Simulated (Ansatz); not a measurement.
# C2H5GeNS: a ladder of functionals and wavefunction methods

An exercise on one series of results from a longer session: the logs are not shown, and one member is left open.

Program: Ansatz 0.2.0, Gaussian basis. Level of theory: functionals in def2-TZVPP, the program's frozen cores in correlated methods. These are calculated values, not measurements.

Plan: PBE-D4, r2SCAN-D4, PBE0-D4, B3LYP-D4, ωB97X-V, ωB97M-V, B2PLYP; CCSD(T)/def2-TZVPP; MP2/def2-QZVPP; extrapolation to the limit.

## Structure used throughout

An earlier PBE0-D4 in a triple-zeta def2 set relaxation fixed the geometry.

SMILES `S[CH]1N=[CH][GeH2]1`, 10 atoms, charge 0, spin multiplicity 1.

Atoms are counted from 1 here; the program's logs count them from 0.

Bond lengths: S1–C2 1.810 Å, S1–H6 1.343 Å, C2–N3 1.472 Å, C2–Ge5 2.009 Å, C2–H7 1.091 Å, N3–C4 1.277 Å, C4–Ge5 1.967 Å, C4–H8 1.090 Å, Ge5–H9 1.543 Å, Ge5–H10 1.537 Å. Angles: C2–S1–H6 95.6°, S1–C2–N3 108.4°, S1–C2–Ge5 119.5°, S1–C2–H7 109.4°, N3–C2–Ge5 89.7°, N3–C2–H7 110.1°, Ge5–C2–H7 117.4°, C2–N3–C4 105.7°, N3–C4–Ge5 97.7°, N3–C4–H8 121.0°, Ge5–C4–H8 141.3°, C2–Ge5–C4 67.0°, C2–Ge5–H9 120.3°, C2–Ge5–H10 117.4°, C4–Ge5–H9 118.1°, C4–Ge5–H10 118.5°, H9–Ge5–H10 110.0°.

Coordinates:

```
S    -0.10898    1.57979    1.64235
C     0.07254    0.85384   -0.00612
N     1.44427    0.33527   -0.13846
C     1.31971   -0.90965   -0.39231
Ge   -0.64510   -0.98859   -0.36119
H    -1.36703    2.01157    1.45832
H    -0.11357    1.61875   -0.76142
H     2.19407   -1.53804   -0.56088
H    -1.38138   -1.29552   -1.68226
H    -1.33140   -1.71854    0.80488
```

The first run:

Input file in.yaml:

```yaml
crystal:
  periodic: [false, false, false]
  atoms:
    - {symbol: S, position_ang: [-0.108985, 1.579793, 1.642349]}
    - {symbol: C, position_ang: [0.072536, 0.853839, -0.006122]}
    - {symbol: N, position_ang: [1.444266, 0.335275, -0.138464]}
    - {symbol: C, position_ang: [1.319709, -0.909650, -0.392311]}
    - {symbol: Ge, position_ang: [-0.645102, -0.988585, -0.361187]}
    - {symbol: H, position_ang: [-1.367033, 2.011574, 1.458318]}
    - {symbol: H, position_ang: [-0.113575, 1.618755, -0.761418]}
    - {symbol: H, position_ang: [2.194069, -1.538036, -0.560881]}
    - {symbol: H, position_ang: [-1.381383, -1.295521, -1.682262]}
    - {symbol: H, position_ang: [-1.331402, -1.718543, 0.804875]}
basis:
  gaussian: {orbitals: def2-TZVPP}
hamiltonian: {xc: pbe, dispersion: d4}
output: {forces: true, orbitals: {seedname: orbitals}}
```

On the command line:

```
$ ansatz run in.yaml --threads 4 --pin off --events-out ev --progress --plain --max-ram 10444MiB
```

Among the steps run: PBE-D4 (GGA); r2SCAN-D4 (meta-GGA); PBE0-D4 (hybrid); B3LYP-D4 (hybrid); ωB97X-V (range-separated); ωB97M-V (range-separated); B2PLYP (double hybrid); CCSD(T) in def2-TZVPP; MP2 in def2-QZVPP.

One of the session's tables, all rows but one given; the rest of the session is left out.

```
            method  atomisation energy (kcal/mol)
            PBE-D4                          849.7
         r2SCAN-D4                          823.6
           PBE0-D4                          827.7
          B3LYP-D4                          820.1
           ωB97X-V                          828.4
           ωB97M-V                          824.3
            B2PLYP                          810.5
     HF/def2-TZVPP                          544.8
    MP2/def2-TZVPP                          813.4
   CCSD/def2-TZVPP                          780.1
CCSD(T)/def2-TZVPP                          799.1
           MP2/CBS                              ?
       CCSD(T)/CBS                          823.2
```

**Question.** Estimate the row for MP2/CBS.

**Answer.** atomisation energy (kcal/mol): 837.6. In the column «atomisation energy (kcal/mol)» it lies between ωB97X-V (828.4) and PBE-D4 (849.7).

Among the levels timed on like hardware and quicker than the yardstick, those that no quicker one beats, quickest first: PBE-D4 (2.7 s, +26.5 kcal/mol); PBE0-D4 (3.7 s, +4.5 kcal/mol); r2SCAN-D4 (5.5 s, +0.4 kcal/mol).

B2PLYP carry no dispersion term (for B3LYP, D4 adds 10.2 kcal/mol).
